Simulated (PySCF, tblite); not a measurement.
# C₄H₁₀F₃PSi: geometry, infrared bands and NMR shifts

Wanted: the infrared bands and NMR shifts of C₄H₁₀F₃PSi (`CCP([SiH2]C)C(F)(F)F`), by calculation.

Computed with tblite 0.8.0 and PySCF 2.14.0, with density-fitted response routines of our own, on a single molecule in the gas phase. Atoms count from 0, in the outputs and in this text.

## Step 1: The starting structure

19 atoms, charge 0, multiplicity 1; geometry from: force field or distance geometry start.

Bonds of the start (Å): C0–C1 1.53, C1–P2 1.82, P2–Si3 2.18, Si3–C4 1.86, P2–C5 1.83, C5–F6 1.39, C5–F7 1.39, C5–F8 1.36, C0–H9 1.09, C0–H10 1.10, C0–H11 1.10, C1–H12 1.12, C1–H13 1.11, Si3–H14 1.49, Si3–H15 1.46, C4–H16 1.10, C4–H17 1.11, C4–H18 1.10.

## Step 2: Relaxing the molecule with GFN2-xTB

What the job is given:

```
{"job": {"kind": "relax", "xc": "GFN2-xTB", "basis": "xTB"}, "charge": 0, "multiplicity": 1}
C      2.917500    -0.012400    -0.431900
C      1.768600     0.149700     0.566800
P      0.233500    -0.130700    -0.362300
Si    -1.326500     1.363100    -0.104100
C     -2.944800     0.701000     0.530000
C     -0.327500    -1.869800    -0.483300
F      0.676400    -2.553700    -1.169000
F     -0.424700    -2.492100     0.759700
F     -1.473800    -2.005600    -1.206300
H      3.818900     0.328400     0.084000
H      2.693100     0.581500    -1.329900
H      2.915100    -1.071600    -0.725200
H      1.780800     1.220600     0.902500
H      1.907000    -0.504400     1.453600
H     -0.826200     2.368000     0.872400
H     -1.536400     2.097200    -1.346300
H     -2.885700     0.646400     1.628500
H     -3.747000     1.437200     0.305900
H     -3.228100    -0.243500     0.047300
```

Command:

```sh
> OMP_NUM_THREADS=1 python probes_run.py task.json out
```

The driver reads the jobs from task.json and runs them one after another.

**Question.** This job is followed by: GFN2-xTB harmonic vibrations, gas phase; GIAO PBE0/pcSseg-1 NMR shielding, non-relativistic, gas phase. What will the session give for the following? strongest single infrared mode (GFN2-xTB); zero-point energy (GFN2-xTB); ¹³C shifts against TMS (PBE0/pcSseg-1); ¹H shifts against TMS (PBE0/pcSseg-1, means over atoms taken as alike); ³¹P shifts against H3PO4 (PBE0/pcSseg-1); ²⁹Si shifts against TMS (PBE0/pcSseg-1); ¹⁹F shifts against CFCl3 (PBE0/pcSseg-1, means over atoms taken as alike).

As calculated:

```
                                                                 quantity                        value
                                strongest single infrared mode (GFN2-xTB)        2214 cm⁻¹, 332 km/mol
                                             zero-point energy (GFN2-xTB)                83.1 kcal/mol
                                   ¹³C shifts against TMS (PBE0/pcSseg-1)  144.5, 18.6, 16.0, -6.7 ppm
   ¹H shifts against TMS (PBE0/pcSseg-1, means over atoms taken as alike)   4.40, 1.90, 1.43, 0.50 ppm
                                 ³¹P shifts against H3PO4 (PBE0/pcSseg-1)                    -79.4 ppm
                                  ²⁹Si shifts against TMS (PBE0/pcSseg-1)                    -41.3 ppm
¹⁹F shifts against CFCl3 (PBE0/pcSseg-1, means over atoms taken as alike)                    -63.8 ppm
```

Over 223 steps the energy fell by 1.329 eV; of the close pairs, P2–Si3 changed most, 2.175 to 2.267 Å. No mode is imaginary among the 51: a minimum at this level. The strongest single mode, at 2214 cm⁻¹, moves mainly H15. Unscaled tight-binding wavenumbers are off by several per cent, some by more. Its intensities can rank the bands wrongly. At PBE0/pcSseg-1: The widest tensor belongs to F6, F7, F8: span 185 ppm, with a paramagnetic part of -241 ppm.
